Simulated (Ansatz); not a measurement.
# Ca: the cost of one run

Program: Ansatz 0.2.0, driven from Python. Level of theory: DFT PBEsol, plane waves, PAW. These are calculated values, not measurements.

### Step 1. The system

The structure is orthorhombic, space group Cmce (No. 64). Conventional cell: a = 6.926 Å, b = 7.339 Å, c = 7.009 Å, α = 90.00°, β = 90.00°, γ = 90.00°. Around Ca (site symmetry m) lie 7 Ca at 3.54 to 3.75 Å.

No structure file is read: the coordinates are typed or built in the script.

### Step 2. Script

run_smear.py

```python
"""Smearing width test for Ca."""

import logging
import sys
import warnings

import ansatz as az
import matplotlib.pyplot as plt

logging.basicConfig(stream=sys.stdout, format="%(levelname)s:%(name)s:%(message)s")
logger = logging.getLogger("run")
logger.setLevel(logging.INFO)


def main() -> None:
    warnings.simplefilter("ignore", az.DeckWarning)

    lattice = az.Lattice.of(
        (3.4629657, -3.66949151, 0.0),
        (3.4629657, 3.66949151, 0.0),
        (0.0, 0.0, 7.00911965),
    )
    sites = [
        ("Ca", (0.16178946, 0.83821054, 0.19651411)),
        ("Ca", (0.83821054, 0.16178946, 0.80348589)),
        ("Ca", (0.33821054, 0.66178946, 0.69651411)),
        ("Ca", (0.66178946, 0.33821054, 0.30348589)),
    ]
    ca = az.Crystal(lattice=lattice)
    for symbol, position in sites:
        ca = ca.atom(symbol, position)

    setup = ca.calculation().kpoints(spacing=0.29).scf(tolerance=1e-09).functional(az.Functional.PBESOL).stress()

    rows = []
    for value in [0.3, 0.2, 0.1, 0.05]:
        rep = setup.occupations("fermi_dirac", width=value).run(threads=1, backend="cpu").report
        rows.append((value, rep["free_energy_ev"] / len(rep["lattice"]["sites"]), rep["n_iterations"], sum(rep["stress_gpa"][i][i] for i in range(3)) / 3, rep["n_kpoints"]))

    logger.info("  width (eV)   F/atom (eV)    iterations       P (GPa)      k-points")
    for row in rows:
        logger.info(f"{str(row[0]):>12s}  {row[1]:12.5f}  {row[2]:12d}  {row[3]:12.3f}  {row[4]:12d}")

    # differences from the last row
    for row in rows[:-1]:
        shift = 1000 * (row[1] - rows[-1][1])
        logger.info(f"{row[0]}: {shift:+.2f} meV/atom" + ("  (within 5 meV)" if abs(shift) < 5 else ""))
    plt.figure(figsize=(4.5, 3))
    plt.plot([str(row[0]) for row in rows], [1000 * (row[1] - rows[-1][1]) for row in rows], "o-")
    plt.xlabel("width (eV)")
    plt.ylabel("F - F(last) (meV/atom)")
    plt.tight_layout()
    plt.savefig("smear.png", dpi=100)


if __name__ == "__main__":
    main()
```

### Step 3. The input behind the calls

The package turns the script's settings into the engine's input (first run):

```yaml
crystal:
  lattice:
    - [3.4629657, -3.66949151, 0.0]
    - [3.4629657, 3.66949151, 0.0]
    - [0.0, 0.0, 7.00911965]
  atoms:
    - { symbol: Ca, position: [0.16178946, 0.83821054, 0.19651411] }
    - { symbol: Ca, position: [0.83821054, 0.16178946, 0.80348589] }
    - { symbol: Ca, position: [0.33821054, 0.66178946, 0.69651411] }
    - { symbol: Ca, position: [0.66178946, 0.33821054, 0.30348589] }
kpoints:
  mp_grid:
    kspacing: 0.29
hamiltonian:
  xc: pbesol
scf:
  convergence:
    dr2_threshold: 1.0e-09
  occupations:
    method: fermi_dirac
    width: 0.3
output:
  stress: true
```

### Step 4. The run

Started as:

```bash
python run_smear.py
```

Q: Estimate wall time and peak memory on 1 thread of Arm Neoverse V1, shared host.

About 35 s, with a peak of 0.52 GiB.
